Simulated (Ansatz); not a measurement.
**BGePH+ (triplet): the correlation ladder, cc-pVDZ**

An exercise on one series of results from a longer session: the logs are not shown, and one member is left open.

Method: cc-pVDZ, core rule «outside noble gas», up to 20 orbitals frozen; program: Ansatz 0.2.0, Gaussian basis.

To be run: UHF; CCSD(T) on ROHF; CCSD(T) on UHF; BCCD(T) on ROHF; CISD; CCSDT(Q) on ROHF; CCSDT(Q) on UHF; CASSCF and NEVPT2, 10 electrons in 10 orbitals.

18 further runs of the same task are left out: 13 that didn't finish, 5 set aside as unsound or not needed.

### What is computed

The geometry is a PBE0/def2-TZVP stationary point (not a proven minimum) of the parent state, kept for this charge and spin. No spin-orbit coupling is included. The filled d shell of Ge may be among the frozen orbitals whatever the setting's name suggests; the logs give the count.

4 atoms, charge 1, spin multiplicity 3.

Atoms are counted from 1 here; the program's logs count them from 0.

Bond lengths: B1–Ge2 2.043 Å, B1–P3 1.739 Å, Ge2–P3 2.391 Å, Ge2–H4 1.566 Å. Angles: Ge2–B1–P3 78.0°, B1–Ge2–P3 45.3°, B1–Ge2–H4 131.9°, P3–Ge2–H4 86.6°, B1–P3–Ge2 56.7°.

The first run:

The input, in.yaml:

```yaml
crystal:
  periodic: [false, false, false]
  atoms:
    - {symbol: B, position_ang: [0.000000, -1.246974, -0.805916]}
    - {symbol: Ge, position_ang: [0.000000, 0.033178, 0.785825]}
    - {symbol: P, position_ang: [0.000000, 0.305475, -1.589983]}
    - {symbol: H, position_ang: [0.000000, 1.596606, 0.871290]}
basis:
  gaussian: {orbitals: cc-pVDZ}
total_charge: 1
magnetization: {spin_polarized: true, initial_magnetization: 2}
hamiltonian: {xc: hf}
output: {orbitals: {seedname: orbitals}}
```

Started as:

```bash
> ansatz run in.yaml --threads 1 --pin off --events-out ev --progress --plain --max-ram 2393MiB
```

Among the steps run: UHF; CCSD(T) on ROHF; CCSD(T) on UHF; BCCD(T) on ROHF; CISD; CCSDT(Q) on ROHF; CCSDT(Q) on UHF; CASSCF and NEVPT2, 10 electrons in 10 orbitals.

One table of the session follows, with a row left open; its other results are not shown here.

It belongs to the step «Misses and costs». 

```
         method  from UCCSDT(Q) (meV)
           ROHF                     ?
            UHF               +7629.5
           RMP2               +1416.8
           UMP2               +1521.7
           CISD               +1328.8
          RCCSD                +534.0
          UCCSD                +521.7
       RCCSD(T)                 +98.2
       UCCSD(T)                +100.5
        BCCD(T)                 +94.2
         RCCSDT                 +48.3
         UCCSDT                 +43.0
      RCCSDT(Q)                  +6.6
      UCCSDT(Q)                     0
CASSCF frontier               +5325.1
NEVPT2 frontier               +1273.9
```

Q: Estimate the row for ROHF from the others.

As computed: from UCCSDT(Q) (meV): +7909.5. In the column «from UCCSDT(Q) (meV)» it is the highest.

Caveats from the session: Restricted and unrestricted rows rest on different reference determinants; where their highest levels disagree by more than a few hundredths of an eV, they describe different states and don't form one ladder.
